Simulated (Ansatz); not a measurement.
Run this with Ansatz's Python interface and show what comes out.

`energy_c2h7bfno.py`
```python
"""Electronic structure of the C2H7BFNO molecule."""

from pathlib import Path

import ansatz as az
import numpy as np
import pandas as pd

GEOMETRY = """
C    -0.51410   -0.06610   -1.96080
N     0.64100    0.22530   -1.18700
B     0.65470   -0.70300    0.01230
O    -0.31370   -0.66490    1.03090
C    -0.01910    0.20810    2.04370
F    -1.02290    0.24520    3.01150
H    -1.45410    0.18230   -1.37200
H    -0.53800   -1.05130   -2.35460
H    -0.56460    0.67110   -2.81190
H     0.60190    1.21020   -0.80270
H     1.56830   -1.47160    0.16210
H     0.11120    1.26310    1.69310
H     0.86970   -0.08310    2.55010
"""

system = az.Crystal.molecule()
for line in GEOMETRY.strip().splitlines():
    symbol, *xyz = line.split()
    system = system.atom(symbol, [float(v) for v in xyz])

model = system.calculation()
model = model.basis(gaussian="def2-SVP")
model = model.functional("b3lyp")
model = model.forces()
model = model.orbitals()
out = model.run(runs_dir="runs")
report = out.report

print(f"E = {report['free_energy_ev']:.6f} eV = {report['free_energy_ev'] / 27.211386246:.7f} Ha")
print("converged:", report["converged"], " doubts:", report["published_state_doubts"] or "none")

symbols = [site.symbol for site in system.cartesian_sites]
print("forces (eV/A)")
for symbol, f in zip(symbols, report["forces_ev_ang"]):
    print(f"  {symbol:2s} {f[0]:9.4f} {f[1]:9.4f} {f[2]:9.4f}")

charges = report["charge_distribution"]
table = pd.DataFrame({"atom": symbols, "mulliken": charges["mulliken_charges_e"], "lowdin": charges["lowdin_charges_e"]})
print(table.round(3).to_string())
print("dipole (e A):", np.round(charges["dipole_moment_e_ang"], 4) + 0.0)

lines = Path(report["orbitals_path"]).read_text().splitlines()
field_of = lambda key: [line.split("=")[1].strip() for line in lines if line.startswith(key)]
orbitals = [(27.211386 * float(e), s, float(n)) for e, s, n in zip(field_of("Ene="), field_of("Spin="), field_of("Occup="))]
homo = max(e for e, _, n in orbitals if n > 0.5)
lumo = min(e for e, _, n in orbitals if n < 0.5)
for e, spin, n in sorted(orbitals):
    if homo - 6 < e < lumo + 5:
        print(f"{spin:6s} {e:10.3f} eV  occupation {n:.0f}")
```

Output of `python energy_c2h7bfno.py`:
```text
E = -9111.601458 eV = -334.8451775 Ha
converged: True  doubts: none
forces (eV/A)
  C    -2.1581    3.3203   -0.3704
  N     1.3354   -0.2422    2.9916
  B     0.1259    0.8107   -0.6747
  O     0.3201    0.2653   -0.9122
  C    -1.4889    1.2622    0.8920
  F     0.4962   -0.2906   -1.0025
  H     0.2541   -0.7771   -0.6028
  H     0.0089   -1.3661   -0.4215
  H     0.0418   -0.7520    0.1569
  H    -0.1074   -1.1287   -0.6888
  H     0.0244   -0.3192   -0.0757
  H    -0.1895   -0.2836   -0.0839
  H     1.3372   -0.4989    0.7919
   atom  mulliken  lowdin
0     C     0.075   0.058
1     N    -0.229   0.098
2     B     0.114  -0.337
3     O    -0.234   0.184
4     C     0.442   0.093
5     F    -0.265  -0.000
6     H     0.009  -0.007
7     H     0.026  -0.005
8     H     0.015  -0.008
9     H     0.114   0.043
10    H    -0.063  -0.047
11    H    -0.003  -0.032
12    H    -0.000  -0.040
dipole (e A): [ 0.166   0.2487 -0.1479]
Alpha     -12.459 eV  occupation 2
Alpha     -11.938 eV  occupation 2
Alpha     -11.344 eV  occupation 2
Alpha     -10.796 eV  occupation 2
Alpha     -10.495 eV  occupation 2
Alpha     -10.281 eV  occupation 2
Alpha      -9.470 eV  occupation 2
Alpha      -7.870 eV  occupation 2
Alpha      -6.520 eV  occupation 2
Alpha      -1.489 eV  occupation 0
Alpha       0.860 eV  occupation 0
Alpha       2.168 eV  occupation 0
Alpha       2.433 eV  occupation 0
Alpha       3.033 eV  occupation 0
Alpha       3.264 eV  occupation 0
Alpha       3.418 eV  occupation 0
```

Notes:
- Total energies depend on the basis set; only differences at equal settings carry meaning.
- The geometry is a force-field or estimated start, not a minimum of this method, and the basis set is short of its limit.
- The Löwdin charges here are taken after orthogonalising the functions within each atom; they differ from plain Löwdin charges, and their signs can be unphysical.
- Alpha marks a spatial orbital of a restricted run, filled by both spins.
- b3lyp holds the VWN-RPA fit, as in Gaussian; the form of ORCA and Turbomole is b3lyp5.
- Levels such as HOMO and LUMO are orbital energies: with these approximate functionals they aren't the ionisation energy and electron affinity, and their gap isn't the fundamental gap.
- Timing: 7 s on 1 thread of Arm Neoverse V1 (shared host), peak memory 0.35 GiB.
